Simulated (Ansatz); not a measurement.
# B₂O: a line through a two-coordinate scan

One table from this session's results is given with a row withheld; the runs are named, their logs left out.

Computed with Ansatz 0.2.0 (DFT PBE+D3(BJ), scalar-relativistic, plane waves, PAW, unless a step's input says otherwise).

15 further runs of the same task are left out: 15 set aside as unsound or not needed.

**The structure to begin with**

Symmetry: P-3m1, No. 164, trigonal system. Conventional cell: a = 2.546 Å, b = 2.546 Å, c = 9.678 Å, α = 90.00°, β = 90.00°, γ = 120.00°. B (site symmetry 3m) has 3 O at 1.57 Å and 1 B at 1.74 Å as nearest neighbours. B (site symmetry 3m) is surrounded by 3 B at 1.58 Å. O (site symmetry 3m) has 3 B at 1.57 Å as nearest neighbours.

Structure file:

```cif
data_structure
_symmetry_space_group_name_H-M 'P-3m1'
_symmetry_Int_Tables_number 164
_cell_length_a 2.5456
_cell_length_b 2.5456
_cell_length_c 9.6777
_cell_angle_alpha 90.000
_cell_angle_beta 90.000
_cell_angle_gamma 120.000
_cell_volume 54.31
loop_
_atom_site_label
_atom_site_type_symbol
_atom_site_symmetry_multiplicity
_atom_site_Wyckoff_symbol
_atom_site_fract_x
_atom_site_fract_y
_atom_site_fract_z
_atom_site_occupancy
B1 B 2 c 0.00000 0.00000 0.40990 1
B2 B 2 d 0.66667 0.33333 0.02935 1
O1 O 2 d 0.66667 0.33333 0.35258 1
```

This cell was relaxed beforehand with the same method: volume 9.05 Å³/atom, gap on the mesh none (metal).

**The scan**

The energy is mapped over volume and the cell's shape.

First coordinate, volume per atom: 7 values from 7.965 to 10.138 Å³. Second coordinate, c/a of the conventional cell: 7 values from 3.370 to 4.289.

Nothing else is relaxed (fractional coordinates fixed). Energies count from the relaxed crystal. Points are written as (first, second).

The first run:

The input, input.yaml:

```yaml
crystal:
  lattice:
    - [2.5393922807, 0.0, 0.0]
    - [-1.2696961403, 2.1991782252, 0.0]
    - [0.0, 0.0, 8.5574980467]
  atoms:
    - { symbol: B, position: [0.0, 0.0, 0.4099026039] }
    - { symbol: B, position: [0.0, 0.0, 0.5900973961] }
    - { symbol: B, position: [0.6666666667, 0.3333333333, 0.0293462865] }
    - { symbol: B, position: [0.3333333333, 0.6666666667, 0.9706537135] }
    - { symbol: O, position: [0.6666666667, 0.3333333333, 0.3525784977] }
    - { symbol: O, position: [0.3333333333, 0.6666666667, 0.6474215023] }
basis:
  ecutwfc: 520.0
kpoints:
  mp_grid: { grid: [21, 21, 6] }
hamiltonian:
  xc: pbe
  dispersion: d3bj
scf:
  occupations: { method: gaussian, width: 0.15 }
output:
  forces: true
  stress: true
  eigenvalues: true
```

The run is started by

```console
> ansatz run input.yaml --threads 2 --pin off --max-ram 4096MiB --backend cpu --events-out ev --progress --plain --runs-dir out
```

Steps of the session up to this table: Point (7.965 Å³, 3.370); Point (8.327 Å³, 3.370); The run at (8.690 Å³, 3.370); Point (9.052 Å³, 3.370); Point (9.414 Å³, 3.370); Grid point (9.776 Å³, 3.370).

One of the session's tables, all rows but one given; the rest of the session is left out.

```
volume per atom (Å³)  energy (meV/atom)  slope (meV/atom per Å³)  pressure (GPa)  largest force on an atom (eV/Å)
               7.965                100                     −122            19.5                             3.07
               8.327                  ?                        ?               ?                                ?
               8.690                 57                       −4             0.7                             2.22
               9.052                 64                       39            −6.2                             1.85
               9.414                 84                       73           −11.7                             1.52
               9.776                116                      101           −16.1                             1.80
              10.138                157                      124           −19.9                             2.09
```

**Question.** Estimate the row for volume per atom (Å³) = 8.327.

Worked estimate for «energy (meV/atom)». A straight line through the neighbours (7.965, 100) and (8.690, 57) gives 100 + (57 − 100) × (8.327 − 7.965) / (8.690 − 7.965) = 79; a parabola fitted to 3 rows on both sides gives 69.

**Answer.** energy (meV/atom): 68; slope (meV/atom per Å³): −57; pressure (GPa): 9.2; largest force on an atom (eV/Å): 2.62. In «energy (meV/atom)» the line misses by +11 and the parabola by +1.

Energies count from the relaxed crystal. Rows without a step come from runs not printed here or follow by symmetry. Slopes come from the forces (and the stress, where the cell changes), not from differences of energies.

To keep in mind: This is one cut through a surface in two coordinates; the map's lowest point lies off it. Spin polarisation is off in the runs that give these values; a magnetic solution could lie lower.
